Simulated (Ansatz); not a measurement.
# C5H7AlClFO2: small, medium and large basis sets

The task here is to estimate one member of a computed series from the others.

Computed with Ansatz 0.2.0, Gaussian basis. Level: one geometry, several basis sets.

The runs, in order: PBE0-D4/def2-SVP; ωB97M-V/def2-SVP; PBE0-D4/def2-QZVPP; ωB97M-V/def2-QZVPP; the functionals' def2-TZVPP values are taken from earlier runs.

1 further run of the same task is left out (it didn't finish).

### The geometry

An earlier PBE0-D4 in a triple-zeta def2 set relaxation fixed the geometry.

SMILES `CC1=CC(C)=[O+][Al-]([F])([Cl])[O]1`, 17 atoms, charge 0, spin multiplicity 1.

Atoms are counted from 1 here; the program's logs count them from 0.

Bond lengths: C1–C2 1.488 Å, C1–H11 1.088 Å, C1–H12 1.093 Å, C1–H13 1.093 Å, C2–C3 1.394 Å, C2–O10 1.278 Å, C3–C4 1.394 Å, C3–H14 1.080 Å, C4–C5 1.488 Å, C4–O6 1.278 Å, C5–H15 1.088 Å, C5–H16 1.093 Å, C5–H17 1.093 Å, O6–Al7 1.798 Å, Al7–F8 1.649 Å, Al7–Cl9 2.100 Å, Al7–O10 1.798 Å. Angles: C2–C1–H11 112.5°, C2–C1–H12 109.0°, C2–C1–H13 108.9°, H11–C1–H12 109.8°, H11–C1–H13 109.7°, H12–C1–H13 106.9°, C1–C2–C3 120.9°, C1–C2–O10 115.4°, C3–C2–O10 123.7°, C2–C3–C4 123.2°, C2–C3–H14 118.4°, C4–C3–H14 118.4°, C3–C4–C5 120.9°, C3–C4–O6 123.7°, C5–C4–O6 115.4°, C4–C5–H15 112.5°, C4–C5–H16 108.9°, C4–C5–H17 109.0° and more.

Geometry (Å):

```mol
C5H7AlClFO2
  3D, bonds by distance, orders not assigned

 17 17  0  0  0  0  0  0  0  0999 V2000
    1.5717   -2.0844   -0.5196 C   0  0
    0.9011   -0.8416   -0.0500 C   0  0
   -0.3759   -0.5051   -0.4971 C   0  0
   -1.0561    0.6370   -0.0767 C   0  0
   -2.4269    0.9354   -0.5732 C   0  0
   -0.5723    1.4887    0.7437 O   0  0
    1.0649    1.4378    1.4846 Al  0  0
    0.9371    1.2978    3.1222 F   0  0
    2.2555    3.0008    0.7428 Cl  0  0
    1.5740   -0.1326    0.7728 O   0  0
    0.9535   -2.6554   -1.2092 H   0  0
    1.8248   -2.7004    0.3468 H   0  0
    2.5137   -1.8161   -1.0045 H   0  0
   -0.8670   -1.1677   -1.1943 H   0  0
   -2.7942    0.1769   -1.2612 H   0  0
   -2.4194    1.9098   -1.0680 H   0  0
   -3.1036    1.0184    0.2809 H   0  0
  1  2  8  0
  2  3  8  0
  3  4  8  0
  4  5  8  0
  4  6  8  0
  6  7  8  0
  7  8  8  0
  7  9  8  0
  7 10  8  0
  1 11  8  0
  1 12  8  0
  1 13  8  0
  3 14  8  0
  5 15  8  0
  5 16  8  0
  5 17  8  0
  2 10  8  0
M  END
```

The first run:

in.yaml

```yaml
crystal:
  periodic: [false, false, false]
  atoms:
    - {symbol: C, position_ang: [1.571671, -2.084424, -0.519630]}
    - {symbol: C, position_ang: [0.901146, -0.841608, -0.050031]}
    - {symbol: C, position_ang: [-0.375940, -0.505124, -0.497107]}
    - {symbol: C, position_ang: [-1.056131, 0.637036, -0.076651]}
    - {symbol: C, position_ang: [-2.426928, 0.935401, -0.573167]}
    - {symbol: O, position_ang: [-0.572286, 1.488725, 0.743711]}
    - {symbol: Al, position_ang: [1.064893, 1.437814, 1.484570]}
    - {symbol: F, position_ang: [0.937085, 1.297830, 3.122169]}
    - {symbol: Cl, position_ang: [2.255498, 3.000781, 0.742753]}
    - {symbol: O, position_ang: [1.574002, -0.132608, 0.772780]}
    - {symbol: H, position_ang: [0.953525, -2.655380, -1.209173]}
    - {symbol: H, position_ang: [1.824802, -2.700367, 0.346806]}
    - {symbol: H, position_ang: [2.513699, -1.816079, -1.004472]}
    - {symbol: H, position_ang: [-0.866988, -1.167679, -1.194272]}
    - {symbol: H, position_ang: [-2.794224, 0.176904, -1.261169]}
    - {symbol: H, position_ang: [-2.419356, 1.909811, -1.068042]}
    - {symbol: H, position_ang: [-3.103568, 1.018368, 0.280923]}
basis:
  gaussian: {orbitals: def2-SVP}
hamiltonian: {xc: pbe0, dispersion: d4}
output: {orbitals: {seedname: orbitals}}
```

On the command line:

```
$ ansatz run in.yaml --threads 4 --pin off --events-out ev --progress --plain --max-ram 66560MiB --backend cpu
```

Steps of the session up to this table: PBE0-D4 in def2-SVP; ωB97M-V in def2-SVP; PBE0-D4 in def2-QZVPP; ωB97M-V in def2-QZVPP.

One table of the session follows, with a row left open; its other results are not shown here.

It belongs to the step «Density functionals: the series». 

```
functional       basis  HOMO (eV)  LUMO (eV)
   PBE0-D4    def2-SVP          ?          ?
   PBE0-D4  def2-TZVPP      -7.91      -2.43
   PBE0-D4  def2-QZVPP      -7.94      -2.46
   ωB97M-V    def2-SVP      -9.99      -0.24
   ωB97M-V  def2-TZVPP     -10.04      -0.33
   ωB97M-V  def2-QZVPP     -10.07      -0.38
```

Q: Estimate the row for PBE0-D4, def2-SVP from the others.

The run gave: HOMO (eV): -7.89; LUMO (eV): -2.37. In the column «HOMO (eV)» it is the highest.
